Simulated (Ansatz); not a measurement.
# ZrNH2+ (singlet): the correlation ladder, def2-SVP

The task here is to estimate one member of a computed series from the others.

The runs use Ansatz 0.2.0, Gaussian basis; def2-SVP, core rule «outside noble gas», up to 5 orbitals frozen.

To be run: UHF; CCSD(T) on RHF; CCSD(T) on UHF; CISD; CCSDT(Q) on RHF; CCSDT(Q) on UHF.

22 further runs of the same task are left out: 5 for a known fault of the program, 4 that didn't finish, 13 set aside as unsound or not needed. Runs told in other sessions of the task aren't counted.

**The system**

The geometry is a PBE0/def2-TZVP stationary point (not a proven minimum) of the parent state, kept for this charge and spin. No spin-orbit coupling is included. Elements past krypton take def2 core potentials.

4 atoms, charge 1, spin multiplicity 1.

Atoms are counted from 1 here; the program's logs count them from 0.

Bond lengths: Zr1–N2 1.979 Å, N2–H3 1.014 Å, N2–H4 1.014 Å. Angles: Zr1–N2–H3 125.0°, Zr1–N2–H4 125.0°, H3–N2–H4 110.1°.

The first run:

The input, in.yaml:

```yaml
crystal:
  periodic: [false, false, false]
  atoms:
    - {symbol: Zr, position_ang: [-0.000357, 0.000000, 0.306596]}
    - {symbol: N, position_ang: [0.003977, -0.000001, -1.672521]}
    - {symbol: H, position_ang: [-0.011471, 0.830703, -2.253332]}
    - {symbol: H, position_ang: [-0.011471, -0.830705, -2.253331]}
basis:
  gaussian: {orbitals: def2-SVP}
total_charge: 1
magnetization: {spin_polarized: true, initial_magnetization: 0}
hamiltonian: {xc: hf}
output: {orbitals: {seedname: orbitals}}
```

Launch:

```sh
$ ansatz run in.yaml --threads 1 --pin off --events-out ev --progress --plain --max-ram 2393MiB
```

Steps of the session up to this table: UHF; CCSD(T) on RHF; CCSD(T) on UHF; CISD; CCSDT(Q) on RHF; CCSDT(Q) on UHF.

One of the session's tables, all rows but one given; the rest of the session is left out.

```
   method  from RCCSDT(Q) (meV)
      UHF               +6403.4
     RMP2                     ?
     UMP2                +463.1
    RCCSD                +442.2
    UCCSD                 -39.4
 RCCSD(T)                 +56.6
 UCCSD(T)                -318.7
   RCCSDT                 +17.3
   UCCSDT                -351.5
RCCSDT(Q)                     0
UCCSDT(Q)                -383.7
```

Q: Estimate the row for RMP2 from the others.

As computed: from RCCSDT(Q) (meV): +1133.7. In the column «from RCCSDT(Q) (meV)» it lies between UMP2 (+463.1) and UHF (+6403.4).

Not comparable, so not listed: CISD (they don't share determinant, frozen orbitals or solution with the rows shown, or repeat one).

Left out of the table: RHF (another determinant or state than the rows shown).

Limits of these values: The determinant of HF (⟨S²⟩ 1.00) is far from a pure spin state, so its energy mixes those of several spin states; that is harmless only where they are near-degenerate. The determinant of CCSD(T) (⟨S²⟩ 1.00) is far from a pure spin state, so its energy mixes those of several spin states; high orders of coupled cluster remove much of that, low ones don't. The determinant of CCSDT(Q) (⟨S²⟩ 1.00) is far from a pure spin state, so its energy mixes those of several spin states; high orders of coupled cluster remove much of that, low ones don't. The program flags UCCSD(T), UCCSDT(Q) as in doubt, so read those rows with care; the flags are large difference, other amplitudes. Warnings: restricted reference is unstable; spin contamination; coupled cluster took another determinant than the lowest; large T1 diagnostic. Restricted and unrestricted rows rest on different reference determinants; a gap between their highest levels can come from leftover correlation error, from unlike frozen cores or from another state.
